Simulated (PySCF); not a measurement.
# YCl under other conditions

How does YCl answer to another spin, charge, distance or environment?

Method: each script names its method and basis; program: PySCF 2.14.0.

### Step 1. The starting structure

YCl: 2 atoms, charge 0, spin multiplicity 1.

Bond lengths: Y1–Cl2 2.313 Å.

### Step 2. Base script

Contents of input.py:

```python
from pyscf import gto, scf
from pyscf.prop.polarizability import rhf as pol

mol = gto.M(
    atom='Y 0 0 0; Cl 0 0 2.313',
    basis='jorge-dzp',
    charge=0,
    spin=0,
    verbose=3,
)
mf = scf.RHF(mol)
mf = mf.newton()
mf.kernel()
print('polarizability (a.u.)')
print(pol.Polarizability(mf).polarizability().round(4))
mf.dip_moment()
print('orbital energies (hartree):', mf.mo_energy[..., max(0, mol.nelec[1]-3):mol.nelec[0]+3].round(4))
```

Run with:

```sh
python input.py
```

Its log is not repeated here.

Base result: E(SCF) = -3791.049152 Eh, μ = 3.03 D, α(xx, yy, zz) = 114.0, 114.0, 126.6 bohr³.

No relativity is included for the heavy element. The bond length is a typed value, not an optimised one.

### Step 3. Quintet (UHF)

Variant 1 changes spin (2S): 0 → 4; SCF type: RHF → UHF.

Contents of input.py:

```python
from pyscf import gto, scf
from pyscf.prop.polarizability import uhf as pol

mol = gto.M(
    atom='Y 0 0 0; Cl 0 0 2.313',
    basis='jorge-dzp',
    charge=0,
    spin=4,
    verbose=3,
)
mf = scf.UHF(mol)
mf = mf.newton()
mf.kernel()
print('polarizability (a.u.)')
print(pol.Polarizability(mf).polarizability().round(4))
mf.dip_moment()
print('orbital energies (hartree):', [e[max(0, n-3):n+3].round(4) for e, n in zip(mf.mo_energy, mol.nelec)])
```

Run with:

```sh
python input.py
```

### Step 4. Triplet (UHF)

Variant 2 changes spin (2S): 0 → 2; SCF type: RHF → UHF.

Contents of input.py:

```python
from pyscf import gto, scf
from pyscf.prop.polarizability import uhf as pol

mol = gto.M(
    atom='Y 0 0 0; Cl 0 0 2.313',
    basis='jorge-dzp',
    charge=0,
    spin=2,
    verbose=3,
)
mf = scf.UHF(mol)
mf = mf.newton()
mf.kernel()
print('polarizability (a.u.)')
print(pol.Polarizability(mf).polarizability().round(4))
mf.dip_moment()
print('orbital energies (hartree):', [e[max(0, n-3):n+3].round(4) for e, n in zip(mf.mo_energy, mol.nelec)])
```

### Step 5. Lengths in bohr

Variant 3 changes length unit: angstrom → bohr; bond length: 2.313 Å → 2.313 bohr.

Edit input.py of step 2 so:

```diff
@@ -8,2 +8,3 @@
     spin=0,
+    unit='bohr',
     verbose=3,
```

**Question.** What will these runs give? Wanted: for each run, E(SCF); from base; gap, α spin; SCF dipole; after the SCF.

The runs gave:

```csv
run,E(SCF) (hartree),from base (eV),"gap, α spin (eV)",SCF dipole (D),after the SCF
base,-3791.049152,0,6.42,3.03,mean α 118.2 bohr³
quintet (UHF),-3790.746754,+8.2287,3.73,2.51,mean α 173.8 bohr³
triplet (UHF),-3791.026637,+0.6127,6.08,4.29,mean α 111.5 bohr³
lengths in bohr (poor choice),-3788.462735,not comparable,5.03,5.07,mean α 175.4 bohr³
```

Of the runs whose energies can be compared, “quintet (UHF)” moves the SCF energy most (+8.229 eV). The quintet solution found lies 8.23 eV above the base singlet at this geometry and level. The triplet solution found lies 0.61 eV above the base singlet at this geometry and level. Rows marked «poor choice» come from settings spoiled on purpose.
